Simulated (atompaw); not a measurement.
**Pseudopotential generation for Li: PAW (atompaw), PBEsol**

Do these settings give a usable potential? It is generated, then checked for scattering, ghosts and hardness.

Method: atompaw 4.2.0.5, PBEsol, scalar-relativistic.

**1. The design**

Typed settings, in words:

```json
{"element": "lithium (Li, Z = 3)", "type": "PAW", "frozen core": "none", "valence charge": "3", "reference configuration": "1s2 2s1 2p0", "partial waves": "1s (bound): rc 0.55 bohr; 2s (bound): rc 1.15 bohr; 2p (bound, empty): rc 3.00 bohr; 2p channel at 0.95 Ry: rc 3.00 bohr; 3d channel at -0.15 Ry: rc 3.00 bohr; 3d channel at 1.05 Ry: rc 3.00 bohr", "local potential": "ultrasoft scheme with l = 3 at 0.5 Ry, radius 2.60 bohr", "core correction": "not asked for", "augmentation charge": "sinc compensation charge, radius 2.70 bohr; PAW radius 3.00 bohr; waves and projectors: custom rrkj vanderbiltortho"}
```

The outer shells as boxes (Hund's rule for the drawing; the calculation is spin-unpolarised):

```
1s [↑↓]
2s [↑ ]
2p [  ][  ][  ]
```

An earlier all-electron run gives the scale for the radii.

All-electron outer shells of the reference configuration (PBEsol, scalar-relativistic, ld1.x):

```json
{"shell": "1s", "level (eV)": "-51.37", "outermost node (bohr)": "–", "outermost maximum (bohr)": "0.36"}
{"shell": "2s", "level (eV)": "-2.82", "outermost node (bohr)": "0.84", "outermost maximum (bohr)": "3.16"}
{"shell": "2p", "level (eV)": "-1.06", "outermost node (bohr)": "–", "outermost maximum (bohr)": "3.91"}
```

**2. The generation run**

Li.input reads:

```
Li 3
GGA-PBESOL scalarrelativistic loggrid 1500 logderivrange -6 5 276
2 2 0 0 0 0
2 0 1
2 1 0
0 0 0
v
v
v
2
3.00 2.70 2.60 2.80
n
y
0.95
n
y
-0.15
y
1.05
n
custom rrkj vanderbiltortho sinc
3 0.5 ultrasoft
0.55
1.15
3.00
3.00
3.00
3.00
PWSCFOUT
UPFDX 0.0125d0 UPFXMIN -7.d0 UPFZMESH 3.d0
END
```

Started as:

```bash
$ atompaw < Li.input > Li.log
```

What does the calculation give? Wanted: cutoffs for 10 and 1 mRy, occupied levels; bound ghosts; largest phase difference near zero energy, channels read; lowest eigenvalue of the overlap; share of valence orbitals outside the PAW sphere; UPF file.

The runs gave:

| quantity | value |
| --- | --- |
| cutoffs for 10 and 1 mRy, occupied levels | 140 Ry and 180 Ry |
| bound ghosts | none found |
| largest phase difference near zero energy, channels read | 0.002 rad |
| lowest eigenvalue of the overlap (Bessel basis) | 0.322 (s) |
| share of valence orbitals outside the PAW sphere | 1s 0 %, 2s 68 %, 2p 80 % |
| UPF file | written |

In words: It counts as very hard, with 140 Ry needed at the looser tolerance. The slowest occupied level is 1s: taken alone it needs 180 Ry to come within 1 mRy, against 70 Ry for 2s. No bound ghost shows below the valence levels. Near zero energy the phases of the channels with partial waves agree within 0.002 rad.
